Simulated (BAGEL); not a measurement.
# HF/STO-3G (density fitting with cc-pvqz-jkfit) run of C2H5FOSi (SMILES FC1CO[SiH2]1)

Aim: the vertical ionisation energy of C2H5FOSi at HF/STO-3G (density fitting with cc-pvqz-jkfit), from 2 runs. 

The results are computed with BAGEL 1.2.2.

## Step 1: The system as given

The species is C2H5FOSi (10 atoms), meant as a singlet with charge 0. SMILES: `FC1CO[SiH2]1`. Geometry: relaxed at PBE0-D4/def2-TZVP.

Bond lengths: F1–C2 1.381 Å, C2–C3 1.541 Å, C3–O4 1.445 Å, C2–Si5 1.901 Å, O4–Si5 1.669 Å, C2–H6 1.092 Å, C3–H7 1.094 Å, C3–H8 1.093 Å, Si5–H9 1.486 Å, Si5–H10 1.485 Å. Some angles: F1–C2–C3 113.3°, F1–C2–Si5 118.4°, C3–C2–Si5 82.8°, C2–C3–O4 101.7°, C3–O4–Si5 94.5°, C2–Si5–O4 80.7°, F1–C2–H6 108.1°, C3–C2–H6 113.6°, Si5–C2–H6 118.8°, C2–C3–H7 110.5°.

## Step 2: A single-point energy at HF/STO-3G (density fitting with cc-pvqz-jkfit)

job.json

```json
{ "bagel": [

{
  "title": "molecule",
  "basis": "sto-3g",
  "df_basis": "cc-pvqz-jkfit",
  "angstrom": "true",
  "geometry": [
    { "atom": "F", "xyz": [   -1.820400,   -0.327800,   -0.810900 ] },
    { "atom": "C", "xyz": [   -0.876100,   -0.083100,    0.166900 ] },
    { "atom": "C", "xyz": [    0.290700,   -1.089800,    0.153300 ] },
    { "atom": "O", "xyz": [    1.429900,   -0.216400,   -0.011900 ] },
    { "atom": "Si", "xyz": [    0.510300,    1.162100,   -0.206800 ] },
    { "atom": "H", "xyz": [   -1.390500,   -0.023800,    1.127800 ] },
    { "atom": "H", "xyz": [    0.197300,   -1.773400,   -0.695500 ] },
    { "atom": "H", "xyz": [    0.400800,   -1.665100,    1.076000 ] },
    { "atom": "H", "xyz": [    0.820800,    2.228700,    0.780400 ] },
    { "atom": "H", "xyz": [    0.520200,    1.737300,   -1.576300 ] }
  ]
},
{
  "title": "hf"
},
{
  "title": "print",
  "file": "orbitals.molden",
  "orbitals": "true"
}

]}
```

The run is started by

```
$ BAGEL_NUM_THREADS=1 BAGEL job.json > job.out
```

Standard output:

```text
* using 1 threads per process

  ===============================================================
  ===============================================================

  *** Geometry ***

  { "atom" : "F", "xyz" : [     -3.440057,     -0.619452,     -1.532379 ] },
  { "atom" : "C", "xyz" : [     -1.655589,     -0.157036,      0.315395 ] },
  { "atom" : "C", "xyz" : [      0.549343,     -2.059424,      0.289695 ] },
  { "atom" : "O", "xyz" : [      2.702119,     -0.408937,     -0.022488 ] },
  { "atom" : "Si", "xyz" : [      0.964327,      2.196051,     -0.390795 ] },
  { "atom" : "H", "xyz" : [     -2.627664,     -0.044975,      2.131233 ] },
  { "atom" : "H", "xyz" : [      0.372843,     -3.351240,     -1.314305 ] },
  { "atom" : "H", "xyz" : [      0.757402,     -3.146583,      2.033345 ] },
  { "atom" : "H", "xyz" : [      1.551087,      4.211633,      1.474742 ] },
  { "atom" : "H", "xyz" : [      0.983036,      3.283021,     -2.978775 ] },

  Number of auxiliary basis functions:      827

  Since a DF basis is specified, we compute 2- and 3-index integrals:
    o Being stored without compression. Storage requirement is 0.008 GB

  Number of basis functions:       34
  Number of electrons      :       48

    * METHOD: MOLECULE                             0.75

  *** RHF ***

  === Nuclear Repulsion ===
   240.1177483176

      * DIIS with orbital gradients will be used.

  === RHF iteration (sto-3g) ===
      0       -535.06767827          0.01837509           0.08
      1       -535.18768512          0.00612938           0.07
      2       -535.20105731          0.00119106           0.07
      3       -535.20198924          0.00016827           0.07
      4       -535.20201276          0.00004263           0.07
      5       -535.20201401          0.00000681           0.07
      6       -535.20201404          0.00000267           0.07
      7       -535.20201405          0.00000092           0.07
      8       -535.20201405          0.00000015           0.07
      9       -535.20201405          0.00000005           0.07
     10       -535.20201405          0.00000001           0.07
     11       -535.20201405          0.00000000           0.07
    * SCF iteration converged.

    * Permanent dipole moment:
           (    0.151542,    -0.495266,    -0.231536) a.u.

    * METHOD: HF                                   1.02

    * METHOD: PRINT                                0.00

  ===============================================================
```

Wall time 1.9 s (1 thread of Arm Neoverse V1, shared host); peak memory 0.089 GiB.

## Step 3: The doublet cation, same level

input.json

```json
{ "bagel" : [

{
  "title" : "molecule",
  "basis" : "sto-3g",
  "df_basis" : "cc-pvqz-jkfit",
  "angstrom" : true,
  "geometry" : [
    { "atom" : "F", "xyz" : [   -1.820400,   -0.327800,   -0.810900 ] },
    { "atom" : "C", "xyz" : [   -0.876100,   -0.083100,    0.166900 ] },
    { "atom" : "C", "xyz" : [    0.290700,   -1.089800,    0.153300 ] },
    { "atom" : "O", "xyz" : [    1.429900,   -0.216400,   -0.011900 ] },
    { "atom" : "Si", "xyz" : [    0.510300,    1.162100,   -0.206800 ] },
    { "atom" : "H", "xyz" : [   -1.390500,   -0.023800,    1.127800 ] },
    { "atom" : "H", "xyz" : [    0.197300,   -1.773400,   -0.695500 ] },
    { "atom" : "H", "xyz" : [    0.400800,   -1.665100,    1.076000 ] },
    { "atom" : "H", "xyz" : [    0.820800,    2.228700,    0.780400 ] },
    { "atom" : "H", "xyz" : [    0.520200,    1.737300,   -1.576300 ] }
  ]
},
{
  "title" : "uhf",
  "charge" : 1,
  "nopen" : 1
},
{
  "title" : "print",
  "file" : "orbitals.molden",
  "orbitals" : true
}

]}
```

The run is started by

```
$ BAGEL_NUM_THREADS=1 BAGEL input.json > input.out
```

Standard output:

```text
* using 1 threads per process

  ===============================================================
  ===============================================================

  *** Geometry ***

  { "atom" : "F", "xyz" : [     -3.440057,     -0.619452,     -1.532379 ] },
  { "atom" : "C", "xyz" : [     -1.655589,     -0.157036,      0.315395 ] },
  { "atom" : "C", "xyz" : [      0.549343,     -2.059424,      0.289695 ] },
  { "atom" : "O", "xyz" : [      2.702119,     -0.408937,     -0.022488 ] },
  { "atom" : "Si", "xyz" : [      0.964327,      2.196051,     -0.390795 ] },
  { "atom" : "H", "xyz" : [     -2.627664,     -0.044975,      2.131233 ] },
  { "atom" : "H", "xyz" : [      0.372843,     -3.351240,     -1.314305 ] },
  { "atom" : "H", "xyz" : [      0.757402,     -3.146583,      2.033345 ] },
  { "atom" : "H", "xyz" : [      1.551087,      4.211633,      1.474742 ] },
  { "atom" : "H", "xyz" : [      0.983036,      3.283021,     -2.978775 ] },

  Number of auxiliary basis functions:      827

  Since a DF basis is specified, we compute 2- and 3-index integrals:
    o Being stored without compression. Storage requirement is 0.008 GB

  Number of basis functions:       34
  Number of electrons      :       48

    * METHOD: MOLECULE                             0.74

  *** Open-shell HF ***

  === Nuclear Repulsion ===
   240.1177483176

      * DIIS with orbital gradients will be used.

  === UHF iteration (sto-3g) ===
      0       -534.67267214          0.04879642           0.14
      1       -534.85584084          0.02482776           0.14
      2       -534.89471286          0.01078785           0.14
      3       -534.90446475          0.00142509           0.14
      4       -534.90548266          0.00102259           0.14
      5       -534.90615693          0.00090805           0.14
      6       -534.90731140          0.00071642           0.14
      7       -534.90808175          0.00060236           0.14
      8       -534.90867675          0.00046882           0.14
      9       -534.90886670          0.00046501           0.14
     10       -534.90915298          0.00043202           0.15
     11       -534.90927536          0.00044482           0.15
     12       -534.90956816          0.00040591           0.15
     13       -534.90982335          0.00039510           0.15
     14       -534.91005942          0.00035797           0.14
     15       -534.91010573          0.00038626           0.14
     16       -534.91041346          0.00029074           0.14
     17       -534.91054627          0.00025799           0.14
     18       -534.91068256          0.00019930           0.14
     19       -534.91071180          0.00022326           0.14
     20       -534.91056495          0.00033887           0.15
     21       -534.91073973          0.00011504           0.14
     22       -534.91075233          0.00007367           0.15
     23       -534.91075936          0.00005516           0.14
     24       -534.91076834          0.00004027           0.14
     25       -534.91077196          0.00007495           0.14
     26       -534.91077768          0.00001137           0.14
     27       -534.91077798          0.00000687           0.14
     28       -534.91077807          0.00000249           0.15
     29       -534.91077808          0.00000180           0.14
     30       -534.91077808          0.00000117           0.14
     31       -534.91077808          0.00000090           0.15
     32       -534.91077808          0.00000032           0.15
     33       -534.91077808          0.00000017           0.15
     34       -534.91077808          0.00000011           0.14
     35       -534.91077808          0.00000006           0.14
     36       -534.91077808          0.00000003           0.14
     37       -534.91077808          0.00000002           0.15
     38       -534.91077808          0.00000002           0.14
     39       -534.91077808          0.00000001           0.14
     40       -534.91077808          0.00000001           0.14
     41       -534.91077808          0.00000001           0.14
    * SCF iteration converged.

    * S^2 (UHF) is 0.7557

    * Permanent dipole moment:
           (    1.515816,    -0.391771,    -0.039725) a.u.

    * METHOD: UHF                                  6.18

    * METHOD: PRINT                                0.00

  ===============================================================
```

Run time: 7.2 s. Hardware: 1 thread of Arm Neoverse V1, shared host; peak memory 0.087 GiB.

## Step 4: Outcome

Level: HF/STO-3G (density fitting with cc-pvqz-jkfit).

| quantity | value |
| --- | --- |
| singlet C2H5FOSi: total energy | -535.20201 Eh |
| singlet C2H5FOSi: dipole moment | 1.44 D |
| singlet C2H5FOSi: HOMO energy | -8.71 eV |
| singlet C2H5FOSi: LUMO energy | 10.56 eV |
| singlet C2H5FOSi: HOMO–LUMO gap | 19.26 eV |
| doublet cation: total energy | -534.91078 Eh |
| doublet cation: ⟨S²⟩ | 0.756 |
| vertical ionisation energy (to the doublet cation) | 7.925 eV |

**Reading.** Removing an electron at fixed nuclei costs 7.92 eV (183 kcal/mol). −ε(HOMO) before ionisation, 8.71 eV, is 0.78 eV above this ionisation energy. In a minimal basis such a difference can be off by several eV, whatever the method.
